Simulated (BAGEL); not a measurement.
**SiN2H5OF (SMILES N[Si](N)(O)F) at B3LYP/cc-pVDZ (density fitting with cc-pvqz-jkfit)**

Aim: the energy change on altering one bond length of SiN2H5OF at B3LYP/cc-pVDZ (density fitting with cc-pvqz-jkfit), from 2 runs. 

Program for the calculation: BAGEL 1.2.2.

### 1 The structure to begin with

The species is SiN2H5OF (10 atoms), meant as a singlet with charge 0. SMILES: `N[Si](N)(O)F`. Geometry: relaxed at PBE0-D4/def2-TZVP. This is one conformer, not always the lowest.

Bond lengths: N1–Si2 1.685 Å, Si2–N3 1.695 Å, Si2–O4 1.637 Å, Si2–F5 1.605 Å, N1–H6 1.004 Å, N1–H7 1.005 Å, N3–H8 1.005 Å, N3–H9 1.005 Å, O4–H10 0.958 Å. Some angles: N1–Si2–N3 109.0°, N1–Si2–O4 103.8°, N1–Si2–F5 116.8°, N3–Si2–O4 119.6°, N3–Si2–F5 102.6°, O4–Si2–F5 105.7°, Si2–N1–H6 122.0°, Si2–N1–H7 121.9°, Si2–N3–H8 121.3°, Si2–N3–H9 121.7°.

### 2 The energy at B3LYP/cc-pVDZ (density fitting with cc-pvqz-jkfit)

dft.json

```json
{ "bagel": [

{
  "title": "molecule",
  "basis": "cc-pvdz.json",
  "df_basis": "cc-pvqz-jkfit",
  "angstrom": true,
  "geometry": [
    { "atom": "N", "xyz": [      -0.415800,       1.495400,      -0.024800 ] },
    { "atom": "Si", "xyz": [       0.063400,      -0.096400,      -0.298300 ] },
    { "atom": "N", "xyz": [      -0.488700,      -1.065100,       0.977800 ] },
    { "atom": "O", "xyz": [       1.671000,       0.022600,      -0.585100 ] },
    { "atom": "F", "xyz": [      -0.553900,      -0.827100,      -1.586600 ] },
    { "atom": "H", "xyz": [      -1.328300,       1.723100,       0.327300 ] },
    { "atom": "H", "xyz": [       0.046600,       2.272000,      -0.464100 ] },
    { "atom": "H", "xyz": [      -0.741200,      -2.027100,       0.831100 ] },
    { "atom": "H", "xyz": [      -0.238900,      -0.873700,       1.932500 ] },
    { "atom": "H", "xyz": [       2.068800,      -0.674900,      -1.106900 ] }
  ]
},

{
  "title": "ks",
  "xc_func": "b3lyp"
},

{
  "title": "print",
  "file": "orbitals.molden",
  "orbitals": true
}

]}
```

The basis set cc-pVDZ is read from a file made from the Basis Set Exchange's data (not shown).

Launch:

```bash
BAGEL_NUM_THREADS=1 BAGEL dft.json > dft.out
```

Log:

```text
* using 1 threads per process

  ===============================================================
  ===============================================================

  *** Geometry ***

  { "atom" : "N", "xyz" : [     -0.785748,      2.825896,     -0.046865 ] },
  { "atom" : "Si", "xyz" : [      0.119809,     -0.182170,     -0.563705 ] },
  { "atom" : "N", "xyz" : [     -0.923509,     -2.012747,      1.847774 ] },
  { "atom" : "O", "xyz" : [      3.157732,      0.042708,     -1.105679 ] },
  { "atom" : "F", "xyz" : [     -1.046719,     -1.562992,     -2.998239 ] },
  { "atom" : "H", "xyz" : [     -2.510123,      3.256187,      0.618507 ] },
  { "atom" : "H", "xyz" : [      0.088061,      4.293458,     -0.877022 ] },
  { "atom" : "H", "xyz" : [     -1.400665,     -3.830664,      1.570551 ] },
  { "atom" : "H", "xyz" : [     -0.451456,     -1.651054,      3.651896 ] },
  { "atom" : "H", "xyz" : [      3.909465,     -1.275376,     -2.091738 ] },

  Number of auxiliary basis functions:      827

  Since a DF basis is specified, we compute 2- and 3-index integrals:
    o Being stored without compression. Storage requirement is 0.065 GB

  Number of basis functions:       99
  Number of electrons      :       50

    * METHOD: MOLECULE                             1.08

  *** Kohn-Sham DFT ***

    * Removing 19597 points whose weight is below 1.00e-10
    * Grid points: 129463

  === Nuclear Repulsion ===
   266.0847175241

       - DIIS with orbital gradients will be used.

  === KS iteration (b3lyp / cc-pvdz.json) ===
      0       -542.39246136          0.10678434           0.96
      1       -503.51945171          0.16348309           0.82
      2       -497.08377376          0.19270112           0.89
      3       -566.25800735          0.10407076           0.87
      4       -574.44141409          0.03849042           0.86
      5       -567.72171510          0.07720736           0.89
      6       -577.03933518          0.01682384           0.89
      7       -577.11366598          0.01244092           0.95
      8       -577.24452933          0.00413196           0.95
      9       -577.25186025          0.00280039           0.95
     10       -577.25703966          0.00145824           1.07
     11       -577.25919565          0.00017593           0.97
     12       -577.25921524          0.00003638           0.97
     13       -577.25921559          0.00002480           1.03
     14       -577.25921604          0.00000804           0.96
     15       -577.25921607          0.00000585           0.98
     16       -577.25921610          0.00000057           0.91
     17       -577.25921610          0.00000019           0.93
     18       -577.25921610          0.00000006           0.86
     19       -577.25921610          0.00000002           0.91
     20       -577.25921610          0.00000001           0.95
    * SCF iteration converged.

    * Permanent dipole moment:
           (   -0.005742,     0.095683,    -0.459593) a.u.

    * METHOD: KS                                  21.01

    * METHOD: PRINT                                0.06

  ===============================================================
```

Wall time 23 s (1 thread of AMD EPYC 7R43 (Zen 3), shared host); peak memory 0.61 GiB.

### 3 The distorted shape, same level

calc.json

```json
{ "bagel" : [

{
  "title" : "molecule",
  "basis" : "cc-pvdz.json",
  "df_basis" : "cc-pvqz-jkfit",
  "angstrom" : "true",
  "geometry" : [
    { "atom" : "N", "xyz" : [   -0.893180,    2.332434,    0.601386 ] },
    { "atom" : "Si", "xyz" : [   -0.413980,    0.740634,    0.327886 ] },
    { "atom" : "N", "xyz" : [   -0.966080,   -0.228066,    1.603986 ] },
    { "atom" : "O", "xyz" : [    1.193620,    0.859634,    0.041086 ] },
    { "atom" : "F", "xyz" : [   -1.031280,    0.009934,   -0.960414 ] },
    { "atom" : "H", "xyz" : [   -1.805680,    2.560134,    0.953486 ] },
    { "atom" : "H", "xyz" : [   -0.430780,    3.109034,    0.162086 ] },
    { "atom" : "H", "xyz" : [   -1.218580,   -1.190066,    1.457286 ] },
    { "atom" : "H", "xyz" : [   -0.716280,   -0.036666,    2.558686 ] },
    { "atom" : "H", "xyz" : [    2.068800,   -0.674900,   -1.106900 ] }
  ]
},
{ "title" : "ks", "xc_func" : "b3lyp" },
{ "title" : "print", "file" : "orbitals.molden", "orbitals" : "true" }

]}
```

The basis set cc-pVDZ is read from a file made from the Basis Set Exchange's data (not shown).

Launch:

```bash
BAGEL_NUM_THREADS=1 BAGEL calc.json > calc.out
```

Log:

```text
* using 1 threads per process

  ===============================================================
  ===============================================================

  *** Geometry ***

  { "atom" : "N", "xyz" : [     -1.687866,      4.407661,      1.136455 ] },
  { "atom" : "Si", "xyz" : [     -0.782309,      1.399595,      0.619615 ] },
  { "atom" : "N", "xyz" : [     -1.825627,     -0.430982,      3.031094 ] },
  { "atom" : "O", "xyz" : [      2.255615,      1.624473,      0.077641 ] },
  { "atom" : "F", "xyz" : [     -1.948837,      0.018773,     -1.814919 ] },
  { "atom" : "H", "xyz" : [     -3.412241,      4.837952,      1.801827 ] },
  { "atom" : "H", "xyz" : [     -0.814056,      5.875223,      0.306298 ] },
  { "atom" : "H", "xyz" : [     -2.302782,     -2.248899,      2.753871 ] },
  { "atom" : "H", "xyz" : [     -1.353573,     -0.069289,      4.835216 ] },
  { "atom" : "H", "xyz" : [      3.909465,     -1.275376,     -2.091738 ] },

  Number of auxiliary basis functions:      827

  Since a DF basis is specified, we compute 2- and 3-index integrals:
    o Being stored without compression. Storage requirement is 0.065 GB

  Number of basis functions:       99
  Number of electrons      :       50

    * METHOD: MOLECULE                             1.10

  *** Kohn-Sham DFT ***

    * Removing 18652 points whose weight is below 1.00e-10
    * Grid points: 130408

  === Nuclear Repulsion ===
   261.8324616355

       - DIIS with orbital gradients will be used.

  === KS iteration (b3lyp / cc-pvdz.json) ===
      0       -542.00675085          0.10356079           1.06
      1       -511.04042510          0.16237930           0.91
      2       -497.21966840          0.19731878           1.04
      3       -564.91027100          0.10232924           1.11
      4       -569.04471032          0.08235782           1.00
      5       -576.31456898          0.02707983           0.99
      6       -575.97630470          0.02947302           1.01
      7       -576.90951243          0.01197903           1.00
      8       -577.01028014          0.00669986           1.01
      9       -576.96431799          0.01016365           0.97
     10       -577.06057984          0.00161798           0.95
     11       -577.06258688          0.00062821           0.95
     12       -577.06301328          0.00018404           1.02
     13       -577.06303375          0.00009814           1.10
     14       -577.06304330          0.00004758           0.97
     15       -577.06304455          0.00003511           0.86
     16       -577.06304484          0.00002903           0.97
     17       -577.06304558          0.00000562           0.94
     18       -577.06304561          0.00000128           1.07
     19       -577.06304561          0.00000114           0.93
     20       -577.06304561          0.00000070           0.90
     21       -577.06304561          0.00000035           0.86
     22       -577.06304561          0.00000023           0.83
     23       -577.06304561          0.00000009           0.82
     24       -577.06304561          0.00000009           0.91
     25       -577.06304561          0.00000003           0.96
     26       -577.06304561          0.00000001           0.95
     27       -577.06304561          0.00000002           1.01
     28       -577.06304561          0.00000001           1.00
    * SCF iteration converged.

    * Permanent dipole moment:
           (    0.138565,     0.052987,    -0.459763) a.u.

    * METHOD: KS                                  29.65

    * METHOD: PRINT                                0.07

  ===============================================================
```

Run time: 32 s. Hardware: 1 thread of AMD EPYC 7R43 (Zen 3), shared host; peak memory 0.62 GiB.

### 4 Outcome

At B3LYP/cc-pVDZ (density fitting with cc-pvqz-jkfit):

| quantity | value |
| --- | --- |
| first shape: total energy | -577.25922 Eh |
| first shape: dipole moment | 1.19 D |
| first shape: HOMO energy | -6.98 eV |
| first shape: LUMO energy | 1.12 eV |
| first shape: HOMO–LUMO gap | 8.11 eV |
| distorted shape: total energy | -577.06305 Eh |
| distorted shape: dipole moment | 1.23 D |
| distorted shape: HOMO energy | -6.89 eV |
| distorted shape: LUMO energy | -5.04 eV |
| distorted shape: HOMO–LUMO gap | 1.85 eV |
| energy change with the O4–H10 bond stretched from 0.958 to 2.107 Å | 5.338 eV |

One bond (distorted shape) is far stretched, which a spin-restricted single reference describes badly; a broken-symmetry solution may lie lower. With the O4–H10 bond stretched from 0.958 to 2.107 Å the energy rises by 5.34 eV (123 kcal/mol). The first shape isn't relaxed at this level, so the change isn't measured from a minimum. A restricted reference can't describe the breaking bond well at this length.
